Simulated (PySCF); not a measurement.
# C₄H₆GaNO₂: magnetic properties

Wanted: magnetic properties for C₄H₆GaNO₂ (`[H]/N=[CH]/[Ga@@H-]1[O]C=CC=[O+]1`).

Programs: PySCF 2.14.0, with routines of our own; each step states its level. All values are computed. Atoms count from 0.

## 1. The starting structure

14 atoms, charge 0, multiplicity 1; geometry from: GFN2-xTB.

## 2. Magnetic properties: GIAO BHandHLYP/pcSseg-1

The job: settings as JSON, then the geometry in Å.

```
{"job": {"kind": "mag", "xc": "BHandHLYP", "basis": "pcSseg-1", "isotopologues": 2}, "charge": 0, "multiplicity": 1}
N      1.926837     0.008343     0.929011
C      2.317571    -0.511586    -0.154543
Ga     0.645881    -0.648935    -1.310787
O     -0.239648     1.081954    -1.154670
C     -1.093207     1.422029    -0.286033
C     -1.754236     0.578718     0.595376
C     -1.525873    -0.789775     0.594594
O     -0.725901    -1.418046    -0.156484
H      2.634288     0.161853     1.654687
H      3.365810    -0.794058    -0.330786
H      0.371938    -1.170189    -2.740455
H     -1.344354     2.492090    -0.255007
H     -2.472121     0.992789     1.282484
H     -2.107663    -1.405660     1.295511
```

Method: GIAO BHandHLYP/pcSseg-1 magnetisability, rotational g tensor and spin-rotation constants, non-relativistic, gas phase.

On the command line:

```console
$ OMP_NUM_THREADS=1 python excited_run.py task.json out
```

The driver reads the jobs from task.json and runs them one after another.

Log:

```text
coarse grid: 58448 points
cycle   1  E = -2285.4191939369  dE =  8.257e-01  |g| = 1.148e+00  |ddm| = 3.610e+00
cycle   2  E = -2285.2832902794  dE =  1.359e-01  |g| = 1.441e+00  |ddm| = 1.522e+00
cycle   3  E = -2285.6067018323  dE = -3.234e-01  |g| = 1.788e-01  |ddm| = 1.061e+00
cycle   4  E = -2285.6119868513  dE = -5.285e-03  |g| = 7.101e-02  |ddm| = 1.588e-01
cycle   5  E = -2285.6127014852  dE = -7.146e-04  |g| = 9.635e-03  |ddm| = 5.382e-02
cycle   6  E = -2285.6127145259  dE = -1.304e-05  |g| = 5.130e-03  |ddm| = 1.086e-02
cycle   7  E = -2285.6127208555  dE = -6.330e-06  |g| = 1.514e-03  |ddm| = 4.357e-03
final grid: 123768 points
cycle   8  E = -2285.6127245673  dE =  1.639e-07  |g| = 1.836e-03  |ddm| = 2.765e-03
cycle   9  E = -2285.6127238618  dE =  7.056e-07  |g| = 2.636e-03  |ddm| = 2.571e-03
cycle  10  E = -2285.6127253104  dE = -1.449e-06  |g| = 7.972e-05  |ddm| = 1.526e-03
cycle  11  E = -2285.6127253117  dE = -1.301e-09  |g| = 4.735e-05  |ddm| = 8.776e-05
cycle  12  E = -2285.6127253122  dE = -5.421e-10  |g| = 1.226e-05  |ddm| = 6.252e-05
converged SCF energy = -2285.6127253122

Magnetisability tensor (1e-30 J/T^2)
     -998.73      -56.23     -100.70
      -56.23    -1025.95       99.24
     -100.70       99.24     -882.45
isotropic -969.04   principal values   -1077.39  -1056.84   -772.90
isotropic susceptibility -58.357 1e-6 cm^3/mol

Inertial axes            a          b          c
rot. const./GHz      2.2427     1.3054     1.2502
chi total           -54.254    -55.936    -64.881
chi diamagnetic    -626.527   -993.848  -1040.071
chi paramagnetic    572.273    937.911    975.190
quadrupole/D A       11.959     -7.588     -4.372
g nuclear            0.5525     0.5539     0.5565
g electronic        -0.6029    -0.5752    -0.5728
g total             -0.0504    -0.0213    -0.0162

Spin-rotation constants (kHz, H = +C I.J)
atom  isotope        aa         bb         cc
  0    14N        0.501      0.523      0.043
  2   69Ga        3.738      1.354      1.991
  8     1H       -0.155      0.244     -0.154
  9     1H        0.290     -0.104     -0.123
 10     1H       -0.163      0.042     -0.107
 11     1H       -0.101     -0.109      0.061
 12     1H        0.135     -0.112     -0.135
 13     1H       -0.099     -0.115      0.065
  1    13C*       1.321      0.689      0.235
  3    17O*      -0.857     -0.139     -0.526
  4    13C*       1.060      0.359      0.612
  5    13C*       0.903      0.271      0.274
* in the singly substituted isotopologue

Isotopologues: g along a, b, c
2H    at 8,9,10,11,12,1    -0.0454    -0.0191    -0.0145
15N   at 0                 -0.0494    -0.0213    -0.0160
```

Wall time 43 s (1 thread of Arm Neoverse V1, shared host); peak memory 0.85 GiB.

In short:

```csv
quantity,value
magnetisability,-969·10⁻³⁰ J/T²
molar susceptibility,-58.4·10⁻⁶ cm³/mol
"rotational g (a, b, c)","-0.0504, -0.0213, -0.0162"
```

## 3. Magnetic properties: GIAO BLYP/pcSseg-0

Settings changed since step 2:

```diff
@@ -1,2 +1,2 @@
-{"job": {"kind": "mag", "xc": "BHandHLYP", "basis": "pcSseg-1", "isotopologues": 2}, "charge": 0, "multiplicity": 1}
+{"job": {"kind": "mag", "xc": "BLYP", "basis": "pcSseg-0"}, "charge": 0, "multiplicity": 1}
 N      1.926837     0.008343     0.929011
```

Level: GIAO BLYP/pcSseg-0 magnetisability, rotational g tensor and spin-rotation constants, non-relativistic, gas phase.

Log:

```text
coarse grid: 58448 points
cycle   1  E = -2282.8603316702  dE =  2.158e-01  |g| = 1.044e+00  |ddm| = 4.294e+00
cycle   2  E = -2281.6286464490  dE =  1.232e+00  |g| = 2.645e+00  |ddm| = 3.886e+00
cycle   3  E = -2283.0294037829  dE = -1.401e+00  |g| = 3.989e-01  |ddm| = 3.094e+00
cycle   4  E = -2283.0676021884  dE = -3.820e-02  |g| = 1.466e-01  |ddm| = 6.855e-01
cycle   5  E = -2283.0718457783  dE = -4.244e-03  |g| = 6.700e-02  |ddm| = 1.978e-01
cycle   6  E = -2283.0727212304  dE = -8.755e-04  |g| = 3.069e-02  |ddm| = 8.207e-02
cycle   7  E = -2283.0729394823  dE = -2.183e-04  |g| = 5.677e-03  |ddm| = 3.082e-02
cycle   8  E = -2283.0729476279  dE = -8.146e-06  |g| = 1.241e-03  |ddm| = 9.039e-03
final grid: 123768 points
cycle   9  E = -2283.0730412078  dE =  8.942e-07  |g| = 2.637e-03  |ddm| = 7.225e-03
cycle  10  E = -2283.0730332628  dE =  7.945e-06  |g| = 6.665e-03  |ddm| = 1.031e-02
cycle  11  E = -2283.0730424708  dE = -9.208e-06  |g| = 1.170e-03  |ddm| = 7.289e-03
cycle  12  E = -2283.0730428167  dE = -3.459e-07  |g| = 2.531e-04  |ddm| = 1.594e-03
cycle  13  E = -2283.0730428315  dE = -1.484e-08  |g| = 5.809e-05  |ddm| = 3.245e-04
cycle  14  E = -2283.0730428323  dE = -7.831e-10  |g| = 1.136e-05  |ddm| = 7.822e-05
converged SCF energy = -2283.0730428323

Magnetisability tensor (1e-30 J/T^2)
    -1012.02      -57.29     -118.94
      -57.29    -1002.48      111.63
     -118.94      111.63     -841.96
isotropic -952.15   principal values   -1073.20  -1059.05   -724.21
isotropic susceptibility -57.340 1e-6 cm^3/mol

Inertial axes            a          b          c
rot. const./GHz      2.2427     1.3054     1.2502
chi total           -53.991    -54.252    -63.777
chi diamagnetic    -627.136   -995.759  -1040.845
chi paramagnetic    573.145    941.507    977.068
quadrupole/D A       11.128     -6.206     -4.922
g nuclear            0.5525     0.5539     0.5565
g electronic        -0.6039    -0.5774    -0.5739
g total             -0.0513    -0.0235    -0.0173

Spin-rotation constants (kHz, H = +C I.J)
atom  isotope        aa         bb         cc
  0    14N        0.478      0.550      0.057
  2   69Ga        3.341      1.190      1.742
  8     1H       -0.171      0.250     -0.178
  9     1H        0.255     -0.095     -0.134
 10     1H       -0.160      0.038     -0.110
 11     1H       -0.107     -0.118      0.051
 12     1H        0.120     -0.132     -0.144
 13     1H       -0.105     -0.124      0.055
  1    13C*       1.263      0.699      0.255
  3    17O*      -1.021     -0.158     -0.532
  4    13C*       1.022      0.351      0.594
  5    13C*       0.932      0.272      0.306
* in the singly substituted isotopologue
```

Wall time 21 s (1 thread of Arm Neoverse V1, shared host); peak memory 0.56 GiB.

From this job:

```csv
quantity,value
magnetisability,-952·10⁻³⁰ J/T²
molar susceptibility,-57.3·10⁻⁶ cm³/mol
"rotational g (a, b, c)","-0.0513, -0.0235, -0.0173"
```

## 4. The levels compared

```csv
level,ξ (10⁻³⁰ J/T²),g(a),g(b),gap (eV),functions,time
GIAO BHandHLYP/pcSseg-1,-969,-0.0504,-0.0213,6.88,190,43 s
GIAO BLYP/pcSseg-0,-952,-0.0513,-0.0235,2.25,100,21 s
```

## 5. Results

| quantity | value |
| --- | --- |
| magnetisability (step 2, GIAO BHandHLYP/pcSseg-1) | -969·10⁻³⁰ J/T² |
| molar susceptibility (step 2, GIAO BHandHLYP/pcSseg-1) | -58.4·10⁻⁶ cm³/mol |
| rotational g (a, b, c) (step 2, GIAO BHandHLYP/pcSseg-1) | -0.0504, -0.0213, -0.0162 |
| magnetisability over the levels | -969 to -952·10⁻³⁰ J/T² |

What this shows: Steps that list no spin-orbit terms leave them out, which matters at and beside the heavy atoms. The geometry comes from tight binding, which is rough for metal atoms, and these values hang on it. The magnetisability spreads by 1.8 % over 2 levels, from GIAO BHandHLYP/pcSseg-1 (43 s) to GIAO BLYP/pcSseg-0 (21 s); the runs took 21 s to 43 s. Two levels can agree by chance, so this spread shows no convergence. Vibrational averaging and real surroundings are missing from these values.
